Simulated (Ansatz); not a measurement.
# Cu: a tetragonal deformation path

One table from this session's results is given with a row withheld; the runs are named, their logs left out.

Method: DFT r2SCAN, scalar-relativistic, plane waves, PAW, in Ansatz 0.2.0.

### The system as given

The structure is cubic, space group Fm-3m (No. 225). Conventional cell: a = 3.615 Å, b = 3.615 Å, c = 3.615 Å, α = 90.00°, β = 90.00°, γ = 90.00°. Cu (site symmetry m-3m) has 12 Cu at 2.56 Å in its first shell of neighbours.

As a file:

```xyz
1
Lattice="0.0000 1.8075 1.8075 1.8075 0.0000 1.8075 1.8075 1.8075 0.0000" Properties=species:S:1:pos:R:3 pbc="T T T"
Cu    0.0000    0.0000    0.0000
```

No relaxation comes first: the listed cell is the starting point.

### The reference cell

The reference gives a free energy of -6631.2345 eV, pressure -4.78 GPa, largest force 0.000 eV/Å and gap on the mesh none (metal). It was computed beforehand with the settings of the runs below.

Set-up of the first run:

At fixed volume and fractional coordinates, lengths along (0.000, 0.000, 1.000) are scaled against those across it; ρ is that ratio over its starting value.

File input.yaml:

```yaml
crystal:
  lattice:
    - [0.0, 2.0289522891, 1.4344692684]
    - [2.0289522891, 0.0, 1.4344692684]
    - [2.0289522891, 2.0289522891, 0.0]
  atoms:
    - { symbol: Cu, position: [0.0, 0.0, 0.0] }
basis:
  ecutwfc: 500
kpoints:
  mp_grid: { grid: [24, 24, 24] }
hamiltonian:
  xc: r2scan
scf:
  occupations: { method: gaussian, width: 0.15 }
output:
  forces: true
  stress: true
  eigenvalues: true
```

Command:

```console
$ ansatz run input.yaml --threads 1 --pin off --max-ram 2560MiB --backend cpu --events-out ev --progress --plain --runs-dir out
```

Among the steps run: At ρ = 0.707; At ρ = 1.414; Point ρ = 0.850; ρ = 1.200; At ρ = 0.780; ρ = 1.300; Point ρ = 0.920; ρ = 1.100; ρ = 0.650; Point ρ = 1.500; Point ρ = 0.960; ρ = 1.050.

One of the session's tables, all rows but one given; the rest of the session is left out.

| ρ | ΔE (meV/atom) | pressure (GPa) |
| --- | --- | --- |
| 0.650 | 36.2 | -4.1 |
| 0.707 | 36.0 | -4.3 |
| 0.780 | 32.0 | -4.3 |
| 0.850 | 20.6 | -4.4 |
| 0.920 | 7.8 | -4.6 |
| 0.960 | 2.2 | -4.7 |
| 1.000 | 0.0 | -4.8 |
| 1.050 | 3.7 | -4.7 |
| 1.100 | ? | ? |
| 1.200 | 66.3 | -2.8 |
| 1.300 | 157.4 | 0.4 |
| 1.414 | 310.1 | 6.1 |
| 1.500 | 457.6 | 11.7 |

**Question.** Estimate the row for ρ = 1.100.

Worked estimate for «ΔE (meV/atom)». A straight line through the neighbours (1.050, 3.7) and (1.200, 66.3) gives 3.7 + (66.3 − 3.7) × (1.100 − 1.050) / (1.200 − 1.050) = 24.6; a parabola fitted to 4 rows on both sides gives 14.6.

As computed: ΔE (meV/atom): 15.8; pressure (GPa): -4.4. In «ΔE (meV/atom)» the line misses by +8.8 and the parabola by -1.2.
